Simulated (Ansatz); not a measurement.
# C₆H₁₄S: small, medium and large basis sets

Aim: see how fast density functionals converge with the basis set for C₆H₁₄S.

Computed with Ansatz 0.2.0, Gaussian basis. Level: one geometry, several basis sets.

Plan: PBE0-D4/def2-SVP; ωB97M-V/def2-SVP; PBE0-D4/def2-QZVPP; ωB97M-V/def2-QZVPP; the functionals' def2-TZVPP values are taken from earlier runs.

1 further run of the same task is left out (it didn't finish). Runs told in other sessions of the task aren't counted.

## 1. The geometry

The geometry comes from an earlier relaxation with PBE0-D4 in a triple-zeta def2 set; it is a stationary point, not always the lowest conformer.

SMILES `CCSC(C)(C)C`, 21 atoms, charge 0, spin multiplicity 1.

Atoms are counted from 1 here; the program's logs count them from 0.

Bond lengths: C1–C2 1.518 Å, C1–H8 1.092 Å, C1–H9 1.092 Å, C1–H10 1.093 Å, C2–S3 1.805 Å, C2–H11 1.093 Å, C2–H12 1.092 Å, S3–C4 1.833 Å, C4–C5 1.522 Å, C4–C6 1.524 Å, C4–C7 1.522 Å, C5–H13 1.092 Å, C5–H14 1.091 Å, C5–H15 1.095 Å, C6–H16 1.094 Å, C6–H17 1.092 Å, C6–H18 1.092 Å, C7–H19 1.092 Å and more. Angles: C2–C1–H8 111.1°, C2–C1–H9 111.1°, C2–C1–H10 110.3°, H8–C1–H9 108.0°, H8–C1–H10 108.1°, H9–C1–H10 108.1°, C1–C2–S3 108.7°, C1–C2–H11 110.2°, C1–C2–H12 110.2°, S3–C2–H11 109.7°, S3–C2–H12 109.7°, H11–C2–H12 108.3°, C2–S3–C4 103.9°, S3–C4–C5 111.0°, S3–C4–C6 104.0°, S3–C4–C7 111.0°, C5–C4–C6 109.9°, C5–C4–C7 110.7° and more.

## 2. PBE0-D4 in def2-SVP

Input file in.yaml:

```yaml
crystal:
  periodic: [false, false, false]
  atoms:
    - {symbol: C, position_ang: [1.550809, -2.063700, -1.918250]}
    - {symbol: C, position_ang: [1.157246, -0.800371, -1.175240]}
    - {symbol: S, position_ang: [-0.303605, -1.148676, -0.173311]}
    - {symbol: C, position_ang: [-0.657008, 0.445796, 0.659226]}
    - {symbol: C, position_ang: [-0.965212, 1.536010, -0.356824]}
    - {symbol: C, position_ang: [-1.893425, 0.155928, 1.501783]}
    - {symbol: C, position_ang: [0.498623, 0.859939, 1.558620]}
    - {symbol: H, position_ang: [0.744347, -2.402329, -2.572350]}
    - {symbol: H, position_ang: [1.782446, -2.872966, -1.222316]}
    - {symbol: H, position_ang: [2.434522, -1.881228, -2.534201]}
    - {symbol: H, position_ang: [1.976348, -0.471182, -0.531567]}
    - {symbol: H, position_ang: [0.935726, 0.000387, -1.884656]}
    - {symbol: H, position_ang: [-0.097153, 1.766931, -0.977683]}
    - {symbol: H, position_ang: [-1.786572, 1.238437, -1.011109]}
    - {symbol: H, position_ang: [-1.251296, 2.457383, 0.161085]}
    - {symbol: H, position_ang: [-2.187127, 1.057476, 2.047048]}
    - {symbol: H, position_ang: [-1.697603, -0.634988, 2.229343]}
    - {symbol: H, position_ang: [-2.733034, -0.153622, 0.875355]}
    - {symbol: H, position_ang: [1.402713, 1.070875, 0.983766]}
    - {symbol: H, position_ang: [0.727558, 0.077667, 2.284494]}
    - {symbol: H, position_ang: [0.237398, 1.772830, 2.103990]}
basis:
  gaussian: {orbitals: def2-SVP}
hamiltonian: {xc: pbe0, dispersion: d4}
output: {orbitals: {seedname: orbitals}}
```

Started as:

```sh
$ ansatz run in.yaml --threads 2 --pin off --events-out ev --progress --plain --max-ram 22528MiB --backend cpu
```

Further steps of the session: ωB97M-V in def2-SVP; PBE0-D4 in def2-QZVPP; ωB97M-V in def2-QZVPP.

**Question.** What will the summary of the whole plan be? Wanted: PBE0-D4: double and triple zeta above quadruple; ωB97M-V: double and triple zeta above quadruple.

As calculated:

| quantity | value |
| --- | --- |
| PBE0-D4: double and triple zeta above quadruple | 11.44, 0.70 eV |
| ωB97M-V: double and triple zeta above quadruple | 11.90, 0.69 eV |

In words: For PBE0-D4 the step from double to triple zeta gains 10.74 eV and the next only 0.70 eV. These are total energies; as a rule much of such shifts cancels in differences, which this series doesn't test. The LUMO of ωB97M-V is positive and keeps falling with the basis (3.28 to 1.64 eV): an unbound level that the basis holds in place.
